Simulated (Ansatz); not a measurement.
Crystal: CdNiSe3.

```xyz
5
Lattice="4.7674 0.0000 0.0000 0.0000 4.7674 0.0000 0.0000 0.0000 4.7674" Properties=species:S:1:pos:R:3 pbc="T T T"
Cd    2.3837    2.3837    2.3837
Ni    0.0000    0.0000    0.0000
Se    2.3837    0.0000    0.0000
Se    0.0000    2.3837    0.0000
Se    0.0000    0.0000    2.3837
```

The cell was built by a generator and needn't be a form met in nature.

| Item | Value |
| --- | --- |
| Program | Ansatz 0.2.0 |
| Task | relaxation of cell and atoms |
| Functional | revPBE |
| Potentials or basis | Ansatz PAW |
| Cutoff | 420 eV (not typed: the program's choice for these potentials) |
| k mesh | 5 × 5 × 5 |
| Occupations | fermi-dirac, width 0.05 eV |
| Spin | collinear spin, ferromagnetic start |
| Starting moments | [0.0, 1.0, 0.0, 0.0, 0.0] μB |

At the start: volume 21.67 Å³/atom.

**Question.** Where does the relaxation end?

**Answer.** It ends after 4 steps and the volume is 22.23 Å³/atom (+2.6 %); space group Pm-3m (No. 221, to 0.05 Å); moment 0.00 μB per cell.

The path:
```
step  energy change (eV)  largest force (eV/Å)  volume (Å³)
   1              0.0000                0.0000       108.35
   2             -0.0130                0.0000       110.56
   3             -0.0135                0.0000       111.14
   4             -0.0140                0.0000       111.14
```

Final structure:
```xyz
5
Lattice="4.8079 0.0000 0.0000 0.0000 4.8079 0.0000 0.0000 0.0000 4.8079" Properties=species:S:1:pos:R:3 pbc="T T T"
Cd    2.4040    2.4040    2.4040
Ni    0.0000    0.0000    0.0000
Se    2.4040    0.0000    0.0000
Se    0.0000    2.4040    0.0000
Se    0.0000    0.0000    2.4040
```

Caveat: the plane-wave basis is chosen anew once the cell has moved, so the energies of steps on either side of that aren't comparable; the PAW data sets come from PBE, with cores solved anew for the run's functional, which leaves a small shift of forces and pressure; the starting moments weren't kept.
